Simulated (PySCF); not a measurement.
# ReO2Cl3: other functionals and bases at one geometry

The task here is to estimate one member of a computed series from the others.

Computed with PySCF 2.14.0. Level: several levels, as the steps say, no spin–orbit coupling.

5 further runs of the same task are left out: 2 for a known fault of the program, 2 that didn't finish, 1 set aside as unsound or not needed.

**The starting structure**

6 atoms, charge 0, spin multiplicity 1.

Bond lengths: Re1–O2 1.693 Å, Re1–O3 1.693 Å, Re1–Cl4 2.317 Å, Re1–Cl5 2.333 Å, Re1–Cl6 2.316 Å. Angles: O2–Re1–O3 110.2°, O2–Re1–Cl4 93.9°, O2–Re1–Cl5 124.9°, O2–Re1–Cl6 94.0°, O3–Re1–Cl4 93.9°, O3–Re1–Cl5 124.9°, O3–Re1–Cl6 94.0°, Cl4–Re1–Cl5 83.1°, Cl4–Re1–Cl6 166.1°, Cl5–Re1–Cl6 83.1°.

Geometry (Å):

```xyz
6

Re    0.1368   -0.1735    0.0000
O     0.6298   -1.0080    1.3884
O     0.6298   -1.0080   -1.3884
Cl    1.9760    1.2353    0.0000
Cl   -1.0482    1.8366    0.0000
Cl   -1.9854   -1.0999    0.0000
```

Formal oxidation states: Re +7. An earlier session relaxed this geometry at r2SCAN, Re def2-SVP with ECP60, O def2-SVP, Cl def2-SVP (singlet, point group C2v).

At r2SCAN on the finer grid: E = -1608.843901 Eh, HOMO -8.00 eV, LUMO -6.13 eV, Mulliken charge on Re1 +1.03 e, largest force component 0.047 eV/Å. 

Levels to run: TPSS; TPSSh; revPBE; PBE; r2SCAN, TZVP; r2SCAN, x2c-SVP. Hardware: 2 threads of Arm Neoverse V1, shared host.

Set-up of the first run:

The input, run.py (the lines that set the calculation):

```python
mol = gto.M(atom='''
Re     0.13683    -0.17354     0.00000
O      0.62983    -1.00805     1.38837
O      0.62983    -1.00805    -1.38837
Cl     1.97599     1.23527     0.00000
Cl    -1.04824     1.83658     0.00000
Cl    -1.98536    -1.09988     0.00000''',
    basis={'Re': 'def2-SVP', 'O': 'def2-SVP', 'Cl': 'def2-SVP'},
    ecp={'Re': 'def2-SVP'},
    charge=0, spin=0)
mf = dft.RKS(mol, xc='TPSS')
mf.grids.atom_grid = (75, 302)
mf = mf.density_fit()  # fitting sets: Re def2-universal-JKFIT, O def2-universal-JKFIT, Cl def2-universal-JKFIT
mf.conv_tol = 1e-08; mf.max_cycle = 55
mf.kernel(dm0)  # dm0: the density of the relaxed state
```

Launch:

```console
> OMP_NUM_THREADS=2 python run.py
```

Steps of the session up to this table: TPSS; TPSSh; revPBE; PBE; r2SCAN, TZVP; r2SCAN, x2c-SVP.

One of the session's tables, all rows but one given; the rest of the session is left out.

| level | HOMO (eV) | gap (eV) | charge on Re1 (e) | dipole (D) | largest force component (eV/Å) |
| --- | --- | --- | --- | --- | --- |
| r2SCAN (relaxed here) | -8.00 | 1.87 | 1.03 | 0.02 | 0.05 |
| TPSS | -7.74 | 1.76 | 0.94 | 0.05 | 0.59 |
| TPSSh | ? | ? | ? | ? | ? |
| revPBE | -7.52 | 1.68 | 0.85 | 0.01 | 0.76 |
| PBE | -7.55 | 1.67 | 0.80 | 0.06 | 0.63 |
| r2SCAN, TZVP | -7.98 | 1.97 | 1.38 | 0.01 | 0.30 |
| r2SCAN, x2c-SVP | -8.03 | 1.69 | 0.74 | 0.13 | 0.78 |

**Question.** Estimate the row for TPSSh.

The run gave: HOMO (eV): -8.30; gap (eV): 2.48; charge on Re1 (e): 1.00; dipole (D): 0.07; largest force component (eV/Å): 0.06. In the column «HOMO (eV)» it is the lowest.

In one basis the gap runs from 1.67 eV (PBE) to 2.48 eV (TPSSh). The largest leftover force, 0.78 eV/Å with r2SCAN, x2c-SVP, stands at a geometry relaxed at another level. Total energies of different levels can't be compared.
